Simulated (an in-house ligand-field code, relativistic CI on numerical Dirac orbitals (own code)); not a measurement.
**d3 in a ligand field: terms against the cubic field**

Which terms of d3 lie lowest for given Racah parameters and ligand field?

Program: an in-house ligand-field code version 1. Level of theory: parametric ligand-field model of a d^n configuration (Racah B and C, spin-orbit zeta, crystal field), exact diagonalisation. These are calculated values, not measurements, unless marked.

## 1. What is computed

* shell: d3
* set 1 (cm⁻¹): B = 1130, C = 4190, Td, 10Dq = -9270
* set 2 (cm⁻¹): B = 1130, C = 4190, Td, 10Dq = -10280
* set 3 (cm⁻¹): B = 1130, C = 4190, Td, 10Dq = -11300
* set 4 (cm⁻¹): B = 1130, C = 4190, Td, 10Dq = -12320
* set 5 (cm⁻¹): B = 1130, C = 4190, Td, 10Dq = -13330
* set 6 (cm⁻¹): B = 1130, C = 4190, Td, 10Dq = -14350
* set 7 (cm⁻¹): B = 1130, C = 4190, Td, 10Dq = -15370
* set 8 (cm⁻¹): B = 1130, C = 4190, Td, 10Dq = -16380

## 2. Set 1

The run's settings:

```ini
n = 3
racah_B = 1130  # cm-1
racah_C = 4190  # cm-1
zeta = 0  # cm-1
symmetry = Td
field = {"10Dq": -9270}  # cm-1
```

## 3. Set 2

The run's settings:

```ini
n = 3
racah_B = 1130  # cm-1
racah_C = 4190  # cm-1
zeta = 0  # cm-1
symmetry = Td
field = {"10Dq": -10280}  # cm-1
```

## 4. Set 3

The run's settings:

```ini
n = 3
racah_B = 1130  # cm-1
racah_C = 4190  # cm-1
zeta = 0  # cm-1
symmetry = Td
field = {"10Dq": -11300}  # cm-1
```

## 5. Set 4

The run's settings:

```ini
n = 3
racah_B = 1130  # cm-1
racah_C = 4190  # cm-1
zeta = 0  # cm-1
symmetry = Td
field = {"10Dq": -12320}  # cm-1
```

## 6. Set 5

The run's settings:

```ini
n = 3
racah_B = 1130  # cm-1
racah_C = 4190  # cm-1
zeta = 0  # cm-1
symmetry = Td
field = {"10Dq": -13330}  # cm-1
```

## 7. Set 6

The run's settings:

```ini
n = 3
racah_B = 1130  # cm-1
racah_C = 4190  # cm-1
zeta = 0  # cm-1
symmetry = Td
field = {"10Dq": -14350}  # cm-1
```

## 8. Set 7

The run's settings:

```ini
n = 3
racah_B = 1130  # cm-1
racah_C = 4190  # cm-1
zeta = 0  # cm-1
symmetry = Td
field = {"10Dq": -15370}  # cm-1
```

## 9. Set 8

The run's settings:

```ini
n = 3
racah_B = 1130  # cm-1
racah_C = 4190  # cm-1
zeta = 0  # cm-1
symmetry = Td
field = {"10Dq": -16380}  # cm-1
```

(Steps that only read results are left out.)

Before running it: what results should come out? Wanted: lowest terms; sets at their largest spin, of those that allow S over 1.

**Answer**, as computed:

| set | 10Dq/B (size) | lowest | S | electrons in z² and x²-y² | first level of the same spin (cm⁻¹) |
| --- | --- | --- | --- | --- | --- |
| 1: Td | 8.2 | 4T1 | 1.50 | 1.91 | 4T2 8011 |
| 2: Td | 9.1 | 4T1 | 1.50 | 1.92 | 4T2 8934 |
| 3: Td | 10.0 | 4T1 | 1.50 | 1.92 | 4T2 9872 |
| 4: Td | 10.9 | 4T1 | 1.50 | 1.93 | 4T2 10816 |
| 5: Td | 11.8 | 4T1 | 1.50 | 1.93 | 4T2 11756 |
| 6: Td | 12.7 | 4T1 | 1.50 | 1.94 | 4T2 12710 |
| 7: Td | 13.6 | 4T1 | 1.50 | 1.94 | 4T2 13668 |
| 8: Td | 14.5 | 4T1 | 1.50 | 1.95 | 4T2 14621 |

| quantity | value |
| --- | --- |
| lowest terms | 1: 4T1, 2: 4T1, 3: 4T1, 4: 4T1, 5: 4T1, 6: 4T1, 7: 4T1, 8: 4T1 |
| sets at their largest spin, of those that allow S over 1 | 1, 2, 3, 4, 5, 6, 7, 8 |

In words: The lowest term stays 4T1 over this range. A negative 10Dq stands for a tetrahedral field. B, C and the field are free parameters here, not those of a compound.
